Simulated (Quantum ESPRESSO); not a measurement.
# La under changes of volume

One of the cells (37.415 Å³/atom); the others are scaled copies at fixed shape and fractional positions:

```
La
1.0
     3.77000    0.00000    0.00000
    -1.88500    3.26492    0.00000
     0.00000    0.00000   12.15900
La
4
Direct
  0.66667 0.33333 0.25000
  0.33333 0.66667 0.75000
  0.00000 0.00000 0.50000
  0.00000 0.00000 0.00000
```

| Item | Value |
| --- | --- |
| Program | Quantum ESPRESSO 7.5 |
| Functional | r2SCAN |
| Potentials or basis | SG15 PBE 1.2 |
| Cutoff | 952 eV |
| Density cutoff | 3810 eV |
| k mesh | 3 × 3 × 1 |
| Occupations | fermi-dirac, width 0.05 eV |
| Spin | no spin polarisation |

```tsv
volume (Å³/atom)	energy over the lowest point (meV/atom)	pressure (GPa)
35.171	0.00	-0.7
35.919	4.33	-1.2
36.667	11.19	-1.7
37.415	20.34	-2.2
38.164	31.57	-2.6
38.912	44.72	-3.0
39.660	?	?
```

Problem. What does the run at 39.660 Å³/atom give?

Solution. Energy over the lowest point 59.62 meV/atom; pressure -3.3 GPa.

Worked out: A Birch-Murnaghan fit of order 3 (a polynomial in V^(-2/3)) to the other rows has its minimum at 34.40 Å³/atom, just outside them, with B0 = V·E''(V) = 30 GPa and B' = 3.3 at fixed shape and positions, which overstates the stiffness. It gives 59.59 meV/atom at 39.660 Å³/atom, against the run's 59.62, and -dE/dV = -3.4 GPa, against -3.3.

Energies are extrapolated to zero smearing.

Caveats: all runs use coarse meshes; the potentials were made for another functional, which shifts forces and pressure.
